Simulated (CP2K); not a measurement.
# SiHSBr (SMILES S[Si]Br), run twice

Wanted: energy and gradient of SiHSBr, GFN1-xTB.

The calculation is run with CP2K 2026.2.

1 further run of the same task is left out (set aside as unsound or not needed).

### Step 1. Starting point

The species is SiHSBr (4 atoms), meant as a singlet with charge 0. As SMILES, `S[Si]Br`. The coordinates come from a PBE0-D4/def2-TZVP relaxation.

Bond lengths: S1–Si2 2.132 Å, Si2–Br3 2.258 Å, S1–H4 1.347 Å. Angles: S1–Si2–Br3 97.0°, Si2–S1–H4 93.1°.

### Step 2. Try one

gas.inp

```
&GLOBAL
   PROJECT gas
   RUN_TYPE ENERGY_FORCE
   PRINT_LEVEL MEDIUM
&END GLOBAL

&FORCE_EVAL
   METHOD Quickstep
   &DFT
      CHARGE -2
      MULTIPLICITY 1
      &QS
         METHOD XTB
         EPS_DEFAULT 1.0E-10
         &XTB
            GFN_TYPE TBLITE
            &TBLITE
               METHOD GFN1
            &END TBLITE
            CHECK_ATOMIC_CHARGES F
         &END XTB
      &END QS
      &POISSON
         PERIODIC NONE
         POISSON_SOLVER ANALYTIC
      &END POISSON
      &SCF
         SCF_GUESS ATOMIC
         EPS_SCF 1.0E-06
         MAX_SCF 93
         ADDED_MOS 8
         &DIAGONALIZATION
            ALGORITHM STANDARD
         &END DIAGONALIZATION
         &MIXING
            METHOD DIRECT_P_MIXING
            ALPHA 0.4
         &END MIXING
         &SMEAR ON
            METHOD FERMI_DIRAC
            ELECTRONIC_TEMPERATURE [K] 300
         &END SMEAR
      &END SCF
      &PRINT
         &MOMENTS
            PERIODIC F
            REFERENCE COM
            MAX_MOMENT 1
         &END MOMENTS
         &MO ON
            ENERGIES T
            OCCUPATION_NUMBERS T
            NDIGITS 6
            &EACH
               QS_SCF 0
            &END EACH
            ADD_LAST NUMERIC
         &END MO
         &HIRSHFELD OFF
         &END HIRSHFELD
      &END PRINT
   &END DFT
   &SUBSYS
      &CELL
         ABC [angstrom] 13.3 12.1 12
         PERIODIC NONE
      &END CELL
      &COORD
         UNIT bohr
         S     -0.1891616     1.8120584    -1.1049229
         Si    -0.5646502    -1.7175721     0.8008659
         Br     3.5082766    -2.0889033     2.0169047
         H     -2.6495850     1.8804665    -1.7512092
      &END COORD
      &TOPOLOGY
         &CENTER_COORDINATES
         &END CENTER_COORDINATES
      &END TOPOLOGY
   &END SUBSYS
   &PRINT
      &FORCES ON
      &END FORCES
   &END PRINT
&END FORCE_EVAL
```

Command:

```
$ OMP_NUM_THREADS=1 cp2k.psmp -i gas.inp -o gas.out
```

The log of the run:

```text
CP2K| version string:                                       CP2K version 2026.2
[...]
 GLOBAL| Method name                                                        CP2K
[...]
 GLOBAL| Run type                                                   ENERGY_FORCE
[...]
                             - Atoms:                                          4
[...]
                             - Spherical basis functions:                     29
[...]
 Number of electrons:                                                         20
[...]
  *** SCF run converged in    40 steps ***
[...]
  Fermi energy:                                                -4.28938960207300
[...]
 TB_DIPOLE| Moment [Debye]         91.96770482      47.52954340      -4.20068029
 TB_DIPOLE| Derivative [a.u.]       0.00000000       0.00000000       0.00000000
[...]
 ENERGY| Total FORCE_EVAL ( QS ) energy [hartree]           -166.799801141215852
 FORCES| Atomic forces [hartree/bohr]
 FORCES|   Atom     x               y               z               |f|
 FORCES|      1 -4.72484013E+00 -2.30529838E+01  1.18860829E+01   2.63636709E+01
 FORCES|      2  4.00898058E+01  2.19935743E+01 -2.55301847E+00   4.57976827E+01
 FORCES|      3 -3.70980478E+01  2.30589003E+00 -1.04667817E+01   3.86152276E+01
 FORCES|      4  1.73308216E+00 -1.24648053E+00  1.13371732E+00   2.41714758E+00
 FORCES| Sum     3.33066907E-14 -5.32907052E-15 -9.54791801E-15
 FORCES| Total atomic force                                       3.50556326E-14
[...]
```

Run time: 0.24 s. Hardware: 1 thread of Arm Neoverse V2, shared host.

### Step 3. What went wrong

It ran to the end. The result can't be trusted all the same.

Cause: the charge typed isn't that of the species meant. To mend it: charge 0 in place of -2.

### Step 4. Try two

calc.inp

```
&GLOBAL
  PROJECT_NAME calc
  RUN_TYPE ENERGY_FORCE
  PRINT_LEVEL MEDIUM
&END GLOBAL
&FORCE_EVAL
  METHOD Quickstep
  &DFT
    &QS
      METHOD XTB
      EPS_DEFAULT 1.0E-10
      &XTB
        GFN_TYPE TBLITE
        &TBLITE
          METHOD GFN1
        &END TBLITE
        CHECK_ATOMIC_CHARGES F
      &END XTB
    &END QS
    &POISSON
      PERIODIC NONE
      POISSON_SOLVER ANALYTIC
    &END POISSON
    &SCF
      SCF_GUESS ATOMIC
      EPS_SCF 1.0E-06
      MAX_SCF 150
      ADDED_MOS 8
      &DIAGONALIZATION
        ALGORITHM STANDARD
      &END DIAGONALIZATION
      &MIXING
        METHOD DIRECT_P_MIXING
        ALPHA 0.4
      &END MIXING
      &SMEAR ON
        METHOD FERMI_DIRAC
        ELECTRONIC_TEMPERATURE [K] 300
      &END SMEAR
    &END SCF
    &PRINT
      &MOMENTS
        PERIODIC F
        REFERENCE COM
        MAX_MOMENT 1
      &END MOMENTS
      &MO ON
        ENERGIES T
        OCCUPATION_NUMBERS T
        NDIGITS 6
        &EACH
          QS_SCF 0
        &END EACH
        ADD_LAST NUMERIC
      &END MO
      &HIRSHFELD OFF
      &END HIRSHFELD
    &END PRINT
  &END DFT
  &SUBSYS
    &CELL
      ABC 13.3 12.1 12
      PERIODIC NONE
    &END CELL
    &COORD
      UNIT bohr
      S     -0.1891616     1.8120584    -1.1049229
      Si    -0.5646502    -1.7175721     0.8008659
      Br     3.5082766    -2.0889033     2.0169047
      H     -2.6495850     1.8804665    -1.7512092
    &END COORD
    &TOPOLOGY
      &CENTER_COORDINATES
      &END CENTER_COORDINATES
    &END TOPOLOGY
  &END SUBSYS
  &PRINT
    &FORCES ON
    &END FORCES
  &END PRINT
&END FORCE_EVAL
```

Command:

```
$ OMP_NUM_THREADS=1 cp2k.psmp -i calc.inp -o calc.out
```

The log of the run:

```text
CP2K| version string:                                       CP2K version 2026.2
[...]
 GLOBAL| Method name                                                        CP2K
[...]
 GLOBAL| Run type                                                   ENERGY_FORCE
[...]
                             - Atoms:                                          4
[...]
                             - Spherical basis functions:                     29
[...]
 Number of electrons:                                                         18
[...]
  *** SCF run converged in    13 steps ***
[...]
  Fermi energy:                                                -0.27462404873710
[...]
 TB_DIPOLE| Moment [Debye]         -2.11693322      -0.78805715      -0.07654912
 TB_DIPOLE| Derivative [a.u.]       0.00000000       0.00000000       0.00000000
[...]
 ENERGY| Total FORCE_EVAL ( QS ) energy [hartree]            -10.005558887408009
 FORCES| Atomic forces [hartree/bohr]
 FORCES|   Atom     x               y               z               |f|
 FORCES|      1 -1.63272379E-02 -6.36936629E-03 -4.25217712E-04   1.75307824E-02
 FORCES|      2 -9.22252928E-04  6.55753816E-03 -3.94064255E-03   7.70587574E-03
 FORCES|      3  6.55846366E-03 -3.18267177E-03  3.42156238E-03   8.05294569E-03
 FORCES|      4  1.06910271E-02  2.99449990E-03  9.44297879E-04   1.11425665E-02
 FORCES| Sum    -2.08166817E-17  1.17093835E-16 -3.90312782E-18
 FORCES| Total atomic force                                       1.18993843E-16
[...]
```

Run time: 0.22 s. Hardware: 1 thread of Arm Neoverse V2, shared host.

### Step 5. Outcome

Level: GFN1-xTB.

```
                                 quantity         value
                             total energy  -10.00556 Eh
dipole moment (from atomic charges alone)        2.26 D
                              HOMO energy      -9.58 eV
                              LUMO energy      -6.58 eV
                            HOMO–LUMO gap       3.00 eV
                 largest force on an atom    0.901 eV/Å
```

**Reading.** The dipole comes from point charges on the atoms alone, without atomic dipoles, so it is partial. The largest force is 0.90 eV/Å: the shape isn't a stationary point for this species at this level.
